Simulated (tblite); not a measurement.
# C3H12B2OSi: the cost of one run

The runs use tblite 0.8.0 and PySCF 2.14.0, with density-fitted response routines of our own; the level of theory stands in each step. All values are computed, except where a source is named. Atoms are numbered from 0 throughout.

## (1) The starting structure

19 atoms, charge 0, multiplicity 1; geometry from: force field or distance geometry start.

Bonds of the start (Å): B0–B1 1.65, B1–C2 1.61, C2–Si3 1.87, Si3–C4 1.85, C4–O5 1.40, O5–C6 1.42, B0–H7 1.18, B0–H8 1.18, B1–H9 1.18, C2–H10 1.10, C2–H11 1.11, Si3–H12 1.46, Si3–H13 1.48, C4–H14 1.12, C4–H15 1.11, C6–H16 1.11, C6–H17 1.11, C6–H18 1.12.

## (2) Optimising the geometry with GFN2-xTB

Job settings and geometry (Å):

```
{"job": {"kind": "relax", "xc": "GFN2-xTB", "basis": "xTB"}, "charge": 0, "multiplicity": 1}
B     -2.078300     1.258200    -0.082000
B     -2.316600    -0.311300     0.379200
C     -1.172800    -1.115300     1.182000
Si     0.129700    -1.752700     0.001000
C      1.092900    -0.363300    -0.761000
O      1.586300     0.471300     0.251300
C      2.267900     1.567300    -0.329800
H     -1.047600     1.803200     0.119500
H     -2.964700     1.850800    -0.593300
H     -3.392000    -0.792500     0.286400
H     -0.719100    -0.457000     1.940900
H     -1.651500    -1.982300     1.691600
H     -0.504200    -2.568400    -1.034100
H      1.064900    -2.607100     0.768400
H      0.401600     0.199000    -1.443300
H      1.922800    -0.808500    -1.344000
H      3.128200     1.228100    -0.942600
H      1.572700     2.184600    -0.931200
H      2.670100     2.205100     0.492800
```

On the command line:

```
$ OMP_NUM_THREADS=1 python probes_run.py task.json out
```

This one command runs all jobs of the session in turn.

Q: Estimate the wall time of this first job on 1 thread of Arm Neoverse N1, shared host.

About 1.5 s.
